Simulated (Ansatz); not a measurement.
# C4H3IS: small, medium and large basis sets

How large a basis does C4H3IS need? Two functionals are run in growing sets.

Method: one geometry, several basis sets; program: Ansatz 0.2.0, Gaussian basis.

Levels to be run: PBE0-D4/def2-SVP; ωB97M-V/def2-SVP; PBE0-D4/def2-QZVPP; ωB97M-V/def2-QZVPP; the functionals' def2-TZVPP values are taken from earlier runs.

**1. Structure used throughout**

All runs share one geometry, relaxed beforehand with PBE0-D4 in a triple-zeta def2 set. I takes the def2 core potential; no spin-orbit term is included.

SMILES `Ic1ccsc1`, 9 atoms, charge 0, spin multiplicity 1.

Atoms are counted from 1 here; the program's logs count them from 0.

Bond lengths: I1–C2 2.072 Å, C2–C3 1.418 Å, C2–C6 1.362 Å, C3–C4 1.362 Å, C3–H7 1.081 Å, C4–S5 1.705 Å, C4–H8 1.079 Å, S5–C6 1.705 Å, C6–H9 1.078 Å. Angles: I1–C2–C3 123.1°, I1–C2–C6 123.4°, C3–C2–C6 113.5°, C2–C3–C4 111.6°, C2–C3–H7 124.1°, C4–C3–H7 124.3°, C3–C4–S5 111.8°, C3–C4–H8 127.9°, S5–C4–H8 120.3°, C4–S5–C6 92.4°, C2–C6–S5 110.7°, C2–C6–H9 128.3°, S5–C6–H9 121.0°.

Geometry (Å):

```mol
C4H3IS
  3D, bonds by distance, orders not assigned

  9  9  0  0  0  0  0  0  0  0999 V2000
   -1.3309   -0.0969    2.6033 I   0  0
   -0.4179    0.1081    0.7546 C   0  0
    0.2267   -0.9628    0.0859 C   0  0
    0.7450   -0.5672   -1.1098 C   0  0
    0.4504    1.0843   -1.4126 S   0  0
   -0.3784    1.2819    0.0645 C   0  0
    0.2968   -1.9674    0.4782 H   0  0
    1.2856   -1.1646   -1.8280 H   0  0
   -0.7889    2.2381    0.3469 H   0  0
  1  2  8  0
  2  3  8  0
  3  4  8  0
  4  5  8  0
  5  6  8  0
  3  7  8  0
  4  8  8  0
  6  9  8  0
  2  6  8  0
M  END
```

**2. PBE0-D4 in def2-SVP**

The input, in.yaml:

```yaml
crystal:
  periodic: [false, false, false]
  atoms:
    - {symbol: I, position_ang: [-1.330895, -0.096905, 2.603286]}
    - {symbol: C, position_ang: [-0.417881, 0.108115, 0.754573]}
    - {symbol: C, position_ang: [0.226733, -0.962809, 0.085908]}
    - {symbol: C, position_ang: [0.745017, -0.567192, -1.109820]}
    - {symbol: S, position_ang: [0.450370, 1.084343, -1.412650]}
    - {symbol: C, position_ang: [-0.378371, 1.281884, 0.064460]}
    - {symbol: H, position_ang: [0.296843, -1.967392, 0.478228]}
    - {symbol: H, position_ang: [1.285593, -1.164569, -1.828004]}
    - {symbol: H, position_ang: [-0.788908, 2.238126, 0.346919]}
basis:
  gaussian: {orbitals: def2-SVP}
hamiltonian: {xc: pbe0, dispersion: d4}
output: {orbitals: {seedname: orbitals}}
```

The run is started by

```sh
$ ansatz run in.yaml --threads 4 --pin off --events-out ev --progress --plain --max-ram 10444MiB
```

Further steps of the session: ωB97M-V in def2-SVP; PBE0-D4 in def2-QZVPP; ωB97M-V in def2-QZVPP.

Q: Predict the results of all the runs planned. Wanted: PBE0-D4: double and triple zeta above quadruple; ωB97M-V: double and triple zeta above quadruple.

As calculated:

```
                                       quantity          value
PBE0-D4: double and triple zeta above quadruple  9.24, 0.58 eV
ωB97M-V: double and triple zeta above quadruple  9.36, 0.54 eV
```

In words: PBE0-D4 gains 8.67 eV from double to triple zeta, then 0.58 eV more. These are total energies; as a rule much of such shifts cancels in differences, which this series doesn't test. The LUMO of ωB97M-V is positive and keeps falling with the basis (1.53 to 1.03 eV): an unbound level that the basis holds in place.
